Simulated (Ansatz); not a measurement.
**Isostructural Al3Cu, Ga3Cu, In3Cu: table of trends from a Python script**

A script is to give a table of trends; the system is isostructural Al3Cu, Ga3Cu, In3Cu.

Computed with Ansatz 0.2.0 through its Python package. Level of theory: DFT PBEsol+D3(BJ) with three-body term, plane waves, norm-conserving potentials.

### 1 The structure

Al3Cu Pm-3m: The structure is cubic, space group Pm-3m (No. 221). The conventional cell has a = 3.924 Å, b = 3.924 Å, c = 3.924 Å, α = 90.00°, β = 90.00°, γ = 90.00°. Al (site symmetry 4/mmm) is surrounded by 8 Al at 2.77 Å and 4 Cu at 2.77 Å. Around Cu (site symmetry m-3m) lie 12 Al at 2.77 Å.

Ga3Cu Pm-3m: It takes space group Pm-3m (No. 221, cubic). The conventional cell has a = 4.035 Å, b = 4.035 Å, c = 4.035 Å, α = 90.00°, β = 90.00°, γ = 90.00°. Ga (site symmetry 4/mmm) is surrounded by 8 Ga at 2.85 Å and 4 Cu at 2.85 Å. Around Cu (site symmetry m-3m) lie 12 Ga at 2.85 Å.

In3Cu Pm-3m: Symmetry: Pm-3m, No. 221, cubic system. The conventional cell has a = 4.483 Å, b = 4.483 Å, c = 4.483 Å, α = 90.00°, β = 90.00°, γ = 90.00°. Around In (site symmetry 4/mmm) lie 8 In at 3.17 Å and 4 Cu at 3.17 Å. Cu (site symmetry m-3m) is surrounded by 12 In at 3.17 Å.

The script holds or builds the structure itself.

### 2 The code

File al3cu_trend.py:

```python
# -*- coding: utf-8 -*-
"""Trends along isostructural compounds in space group Pm-3m, after relaxing atoms and volume at fixed cell shape."""

import warnings

import ansatz as az
import matplotlib.pyplot as plt
import numpy as np
from tabulate import tabulate

XC = "pbesol"
VDW = "d3bjatm"
KSPACING = 0.3
OCCUPATIONS = "fermi_dirac"
SMEARING_WIDTH = 0.1


def solve(name, crystal):
    calc = (
        crystal.calculation()
        .functional(XC, dispersion=VDW)
        .pseudopotentials("nc")
        .scf(self_checks="low")
        .kpoints(spacing=KSPACING)  # the mesh must be finer for metals
        .occupations(OCCUPATIONS, width=SMEARING_WIDTH)
        .stress()
        .band_table()
    )
    calc = calc.relax(force_tolerance=0.02, max_steps=60, fix_cell=["shape"])
    return calc.run()


def volume_per_atom(outcome):
    return abs(np.linalg.det(outcome.lattice.cell_ang)) / len(outcome.lattice.sites)

warnings.simplefilter("ignore", az.DeckWarning)

phases = {}
al3cu = (
    az.Lattice.cubic(3.924151)
    .space_group(221)
    .atom("Al", (0.0, 0.5, 0.5))
    .atom("Cu", (0.0, 0.0, 0.0))
)
phases["Al3Cu"] = al3cu
ga3cu = (
    az.Lattice.from_parameters(4.035333, 4.035333, 4.035333, alpha=90.0, beta=90.0, gamma=90.0)
    .atom("Ga", (0.0, 0.5, 0.5))
    .atom("Ga", (0.5, 0.0, 0.5))
    .atom("Ga", (0.5, 0.5, 0.0))
    .atom("Cu", (0.0, 0.0, 0.0))
)
phases["Ga3Cu"] = ga3cu
in3cu = (
    az.Lattice.cubic(4.482767)
    .space_group(221)
    .atom("In", (0.0, 0.5, 0.5))
    .atom("Cu", (0.0, 0.0, 0.0))
)
phases["In3Cu"] = in3cu

done = {}
for name, crystal in phases.items():
    try:
        done[name] = solve(name, crystal)
    except az.NonConvergedError as error:
        print(name, "did not converge:", str(error)[:120])

rows = [(name, volume_per_atom(o)) for name, o in done.items()]
print(tabulate(rows, headers=["compound", "V (A^3/atom)"], floatfmt=".4f", tablefmt="psql"))
plt.figure(figsize=(4.5, 3))
plt.bar([row[0] for row in rows], [row[1] for row in rows])
plt.ylabel("V (A^3/atom)")
plt.tight_layout()
plt.savefig("trend.png", dpi=100)
```

### 3 What the engine is handed

The engine receives this input (first run):

```yaml
crystal:
  lattice:
    bravais: cubic
    a: 3.924151
  space_group: 221
  atoms:
    - { symbol: Al, position: [0.0, 0.5, 0.5] }
    - { symbol: Cu, position: [0.0, 0.0, 0.0] }
kpoints:
  mp_grid:
    kspacing: 0.3
hamiltonian:
  xc: pbesol
  dispersion: d3bjatm
  pseudopotentials:
    kind: nc
scf:
  self_checks: low
  occupations:
    method: fermi_dirac
    width: 0.1
relax:
  f_tol: 0.02
  max_steps: 60
  cell:
    fix: [shape]
output:
  stress: true
  eigenvalues: true
```

### 4 Launch

On the command line:

```
$ python al3cu_trend.py
```

**Question.** What results will this script give? Wanted: Al3Cu; Ga3Cu; In3Cu.

**Answer**, as computed:

| quantity | value |
| --- | --- |
| runs compared | 3 |
| Al3Cu (run 1): relaxed volume, space group | 14.18 Å³/atom, Pm-3m |
| Ga3Cu (run 2): relaxed volume, space group | 14.87 Å³/atom, Pm-3m |
| In3Cu (run 3): relaxed volume, space group | 20.33 Å³/atom, Pm-3m |

What this shows: By relaxed volume an atom the order is Al3Cu (run 1) < Ga3Cu (run 2) < In3Cu (run 3). In run 1, the volume shrank by 6.1 % over 3 moves, and the space group stayed Pm-3m. In run 3, the volume shrank by 9.7 % over 3 moves, and the space group stayed Pm-3m. Caveats:
- No spin polarisation was allowed.
- For the metals among these cells the mesh is coarse, so their volumes and pressures are rough.
- Atoms and volume are relaxed with the cell's shape held, which in cells of lower than cubic symmetry can hide stresses and shift volumes.
- Some members of the series are computed structures and not known phases.
